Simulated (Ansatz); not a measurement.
**GeH2Cl (SMILES [Cl][GeH2]): U-r2SCAN/def2-TZVPP**

What is the vertical ionisation energy of GeH2Cl at U-r2SCAN/def2-TZVPP? 

The calculation is run with Ansatz 0.2.0.

39 further runs of the same task are left out: 39 set aside as unsound or not needed.

**1. Starting point**

GeH2Cl has 4 atoms, charge 0, and is taken as a doublet. As SMILES, `[Cl][GeH2]`. The shape is that of a PBE0-D4/def2-TZVP optimisation.

Bond lengths: Cl1–Ge2 2.156 Å, Ge2–H3 1.546 Å, Ge2–H4 1.546 Å. Angles: Cl1–Ge2–H3 106.8°, Cl1–Ge2–H4 106.8°, H3–Ge2–H4 112.3°.

**2. A single-point energy at U-r2SCAN/def2-TZVPP**

Input file in.yaml:

```yaml
crystal:
  periodic: [false, false, false]
  atoms:
    - symbol: Cl
      position_ang: [-1.562900, 0.305200, 0.993500]
    - symbol: Ge
      position_ang: [0.106700, -0.451100, -0.141600]
    - symbol: H
      position_ang: [0.072700, 0.259600, -1.514200]
    - symbol: H
      position_ang: [1.383400, -0.113700, 0.662300]
basis:
  gaussian:
    orbitals: def2-TZVPP
magnetization:
  spin_polarized: true
  initial_magnetization: 1
hamiltonian:
  xc: r2scan
accuracy: high
output: {orbitals: {seedname: orbitals}}
```

Launch:

```sh
ansatz run in.yaml --threads 1 --pin off --max-ram 3480MiB --events-out events.jsonl --progress --plain --runs-dir runs
```

The program printed:

```text
Warning: RAYON_NUM_THREADS=1 ignored (pool sized by the plan → 1); use --threads N
Functional definition: r2SCAN
  name "r2SCAN"
  parameter k0 = 0.174
  parameter k1 = 0.065
  parameter a1 = 4.9479
  exchange = r2scan_x(k0 = k0, k1 = k1, a1 = a1)
  correlation = r2scan_c
1798 factors; integrals over basis functions are off by at most 4.5e-9 eV
mean field evaluation 1: about -69072.0434 eV, gradient 1.4e1 eV
mean field evaluation 2: about -69072.0415 eV, gradient 1.7e1 eV
mean field evaluation 4: about -69072.6582 eV, gradient 9.9e-1 eV
mean field evaluation 8: about -69072.6610 eV, gradient 2.3e-2 eV
mean field evaluation 16: about -69072.6610 eV, gradient 2.5e-5 eV
mean field -69072.66099655 eV, -2538.3734724921 hartree, gradient 9.6e-8 eV, S^2 0.752982; 0 other end points of the search recorded, 0 dependent functions left out
reference -69072.66099857 eV, -2538.3734725662 hartree; 26, 25 occupied and 92, 93 virtual orbitals, 1798 factors
Total energy: -69072.66099857 eV, -2538.3734725662 hartree
```

Run time: 18 s. Hardware: 1 thread of Arm Neoverse V2, shared host; peak memory 0.39 GiB.

**3. The singlet cation, same level**

Input file job.yaml:

```yaml
crystal:
  periodic: [false, false, false]
  atoms:
    - {symbol: Cl, position_ang: [-1.562900, 0.305200, 0.993500]}
    - {symbol: Ge, position_ang: [0.106700, -0.451100, -0.141600]}
    - {symbol: H, position_ang: [0.072700, 0.259600, -1.514200]}
    - {symbol: H, position_ang: [1.383400, -0.113700, 0.662300]}
basis:
  gaussian:
    orbitals: def2-TZVPP
total_charge: 1
hamiltonian:
  xc: {name: r2SCAN}
output: {orbitals: {seedname: orbitals}}
accuracy: high
```

Launch:

```sh
ansatz run job.yaml --threads 1 --pin off --max-ram 3480MiB --events-out events.jsonl --progress --plain --runs-dir runs
```

The program printed (excerpt; [...] marks lines left out):

```text
Warning: RAYON_NUM_THREADS=1 ignored (pool sized by the plan → 1); use --threads N
[... 7 set-up lines as earlier in the session ...]
1798 factors; integrals over basis functions are off by at most 4.5e-9 eV
mean field evaluation 1: about -69059.5120 eV, gradient 4.1e1 eV
mean field evaluation 2: about -69022.3758 eV, gradient 1.1e2 eV
mean field evaluation 4: about -69063.4515 eV, gradient 8.3e0 eV
mean field evaluation 8: about -69063.6184 eV, gradient 3.8e-1 eV
mean field evaluation 16: about -69063.6187 eV, gradient 3.2e-5 eV
mean field -69063.61868891 eV, -2538.0411738155 hartree, gradient 4.0e-8 eV, S^2 0.000000; 0 other end points of the search recorded, 0 dependent functions left out
reference -69063.61868954 eV, -2538.0411738384 hartree; 25, 25 occupied and 93, 93 virtual orbitals, 1798 factors
Total energy: -69063.61868954 eV, -2538.0411738384 hartree
```

Run time: 11 s. Hardware: 1 thread of Arm Neoverse V2, shared host; peak memory 0.29 GiB.

**4. Outcome**

At U-r2SCAN/def2-TZVPP:

| quantity | value |
| --- | --- |
| doublet GeH2Cl: total energy | -2538.37347 Eh |
| doublet GeH2Cl: HOMO energy (highest over α and β) | -5.90 eV |
| doublet GeH2Cl: LUMO energy (lowest over α and β) | -3.83 eV |
| doublet GeH2Cl: ⟨S²⟩ | 0.753 |
| singlet cation: total energy | -2538.04117 Eh |
| singlet cation: HOMO energy | -14.21 eV |
| singlet cation: LUMO energy | -11.93 eV |
| singlet cation: HOMO–LUMO gap | 2.28 eV |
| vertical ionisation energy (to the singlet cation) | 9.042 eV |

**Reading.** The vertical ionisation energy comes to 9.04 eV (872 kJ/mol). Only the singlet of the ionised species was computed; a triplet could lie lower.
